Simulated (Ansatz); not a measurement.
# I (diamond type): how the settings move a single-point run

How sensitive is a single-point run of I (diamond type) to its settings? A reference run comes first, then one run with altered input.

Method: reference: DFT, LDA, all-electron PAW with datasets made for the crystal, scalar-relativistic, in Ansatz 0.2.0.

**1. The starting structure**

The structure is cubic, space group Fd-3m (No. 227). The conventional cell has a = 7.549 Å, b = 7.549 Å, c = 7.549 Å, α = 90.00°, β = 90.00°, γ = 90.00°. I (site symmetry -43m) is surrounded by 4 I at 3.27 Å.

As a file:

```cif
data_structure
_symmetry_space_group_name_H-M 'P 1'
_symmetry_Int_Tables_number 1
_cell_length_a 5.3380
_cell_length_b 5.3380
_cell_length_c 5.3380
_cell_angle_alpha 60.000
_cell_angle_beta 60.000
_cell_angle_gamma 60.000
_cell_volume 107.55
loop_
_atom_site_label
_atom_site_type_symbol
_atom_site_fract_x
_atom_site_fract_y
_atom_site_fract_z
_atom_site_occupancy
I1 I 0.87500 0.87500 0.87500 1
I2 I 0.12500 0.12500 0.12500 1
```

**2. The reference run**

Input file input.yaml:

```yaml
crystal:
  lattice:
    - [0.0, 3.7745201372, 3.7745201372]
    - [3.7745201372, 0.0, 3.7745201372]
    - [3.7745201372, 3.7745201372, 0.0]
  atoms:
    - { symbol: I, position: [-0.125, -0.125, -0.125] }
    - { symbol: I, position: [0.125, 0.125, 0.125] }
kpoints:
  mp_grid: { grid: [11, 11, 11] }
scf:
  occupations: { method: fermi_dirac, width: 0.08 }
hamiltonian:
  xc: lda
  pseudopotentials: { kind: all_electron, datasets: crystal }
output:
  forces: true
  stress: true
  eigenvalues: true
```

Run with:

```sh
$ ansatz run input.yaml --threads 1 --pin off --max-ram 2048MiB --backend cpu --events-out ev --progress --plain --runs-dir out
```

**3. Changed: occupations.method gaussian, occupations.width 0.2**

Changes to input.yaml since step 2:

```diff
@@ -11,3 +11,3 @@
 scf:
-  occupations: { method: fermi_dirac, width: 0.08 }
+  occupations: { method: gaussian, width: 0.2 }
 hamiltonian:
```

**Question.** What will these runs give? Wanted: for each run, ending; energy change; pressure; gap; force.

The runs gave:

| run | ending | energy change | pressure (GPa) | gap (eV) | force (eV/Å) | cycles | time |
| --- | --- | --- | --- | --- | --- | --- | --- |
| reference | converged | 0 | 0.0 | 0.00 | 0.00 | 6 | 5.7 s |
| 1: occupations.method gaussian, occupations.width 0.2 | converged | +0.3 meV/atom (σ→0) | 0.0 | 0.00 | 0.00 | 6 | 5.8 s |

Residual by cycle in the longest SCF loop of each run; runs are numbered as in the table. The quantity is the density residual dr2, in eV.

| cycle | reference | run 1 |
| --- | --- | --- |
| 1 | 0.00487 | 0.00487 |
| 2 | 3.6e-4 | 3.6e-4 |
| 3 | 2.0e-5 | 2.1e-5 |
| 4 | 2.3e-6 | 2.3e-6 |
| 5 | 8.8e-8 | 9.0e-8 |
| 6 | 1.2e-9 | 1.2e-9 |

Changing the smearing leaves the energy as it was (+0.3 meV/atom).
